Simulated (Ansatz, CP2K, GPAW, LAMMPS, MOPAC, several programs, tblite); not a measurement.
GaN (wurtzite) from semi-empirical methods to plane-wave DFT

GaN in the wurtzite structure, relaxed with r2SCAN in Ansatz, was computed with several methods. The symmetry is P6_3mc (No. 186, hexagonal); conventional cell a = 3.183 Å, c = 5.184 Å, 11.37 Å³ an atom. Around Ga lie 4 N at 1.95 Å; around N lie 4 Ga at 1.95 Å. Spin-unpolarised throughout; all numbers are computed.

```
CELL_PARAMETERS angstrom
3.18315 0.00000 0.00000
-1.59157 2.75669 0.00000
0.00000 0.00000 5.18363
ATOMIC_POSITIONS crystal
Ga 0.33333 0.66667 0.99911
Ga 0.66667 0.33333 0.49911
N 0.33333 0.66667 0.37589
N 0.66667 0.33333 0.87589
```

Gaps and times are for a single point on this cell; volume and bulk modulus come from each method's own relaxation or energy curve at fixed shape, which is too stiff where a cell has free coordinates or axes. Times are rough, from shared hosts (Arm Neoverse V1), and each method has its own mesh and cell size. A double dagger marks a value from a curve with shape and coordinates held. PM6 (MOPAC): levels, charges or heat of formation failed a check of plausibility, so no values are given. PM6 (MOPAC), PM7 (MOPAC), GFN1-xTB (tblite), GFN2-xTB (tblite) treat a cluster of cells at its zone centre, which samples few k points: where these miss a band edge, the gap comes out too large for that reason alone. Gaps from k meshes are read at a limited set of points (mesh, symmetry points, PBE's band edges), so each method's own least gap may be somewhat smaller. Force fields have no electrons; where one was fitted to this phase, its volume and modulus reflect the fit. xTB and the PM methods were fitted mostly to molecules, and can miss a solid's gap by electronvolts. Minimal bases can be far off for gaps. GLLB-SC's gap includes the derivative discontinuity. d marks a direct gap, i an indirect one (no mark: not told apart), a dash a value that wasn't computed or didn't pass its checks.

```csv
method,kind,gap (eV),own volume (Å³/atom),bulk modulus (GPa),atoms computed,processor time
GaN.sw (LAMMPS),force field,–,11.48,206‡,4,0.11 s
GaN.tersoff (LAMMPS),force field,–,11.38,208‡,4,0.12 s
light PBE (260 eV and a coarse mesh),light plane-wave,1.62 d,–,–,4,1.7 s
PM6 (MOPAC),semi-empirical,–,–,–,72,4 s
GFN1-xTB (tblite),tight binding,1.50,–,–,72,7.2 s
PBE,semilocal,1.93 d,11.76,172‡,4,9.1 s
GFN2-xTB (tblite),tight binding,1.88,10.95‡,131‡,72,10 s
PBE/SZV (CP2K),small basis,2.06 d,12.22‡,159‡,4,15 s
GLLB-SC (GPAW),model potential,2.81,–,–,4,20 s
r2SCAN,semilocal,2.35 d,11.37,197‡,4,23 s
PM7 (MOPAC),semi-empirical,3.32,–,–,72,23 s
PBE/single zeta (GPAW),small basis,2.22 d,–,–,4,28 s
PBE/DZVP (CP2K),small basis,1.92 d,11.92‡,165‡,4,56 s
```

Against r2SCAN (2.35 eV) and with closed or daggered gaps left aside, the nearest gap at the points sampled is that of PBE/single zeta (GPAW) (-0.13 eV) and the farthest that of PM7 (MOPAC) (+0.97 eV). r2SCAN is only a yardstick of convenience: semilocal gaps usually lie below measured ones, which GLLB-SC and hybrids aim to mend.

Volumes against r2SCAN's: GaN.sw (LAMMPS) +1.0 %, GaN.tersoff (LAMMPS) +0.1 %, PBE +3.4 %.
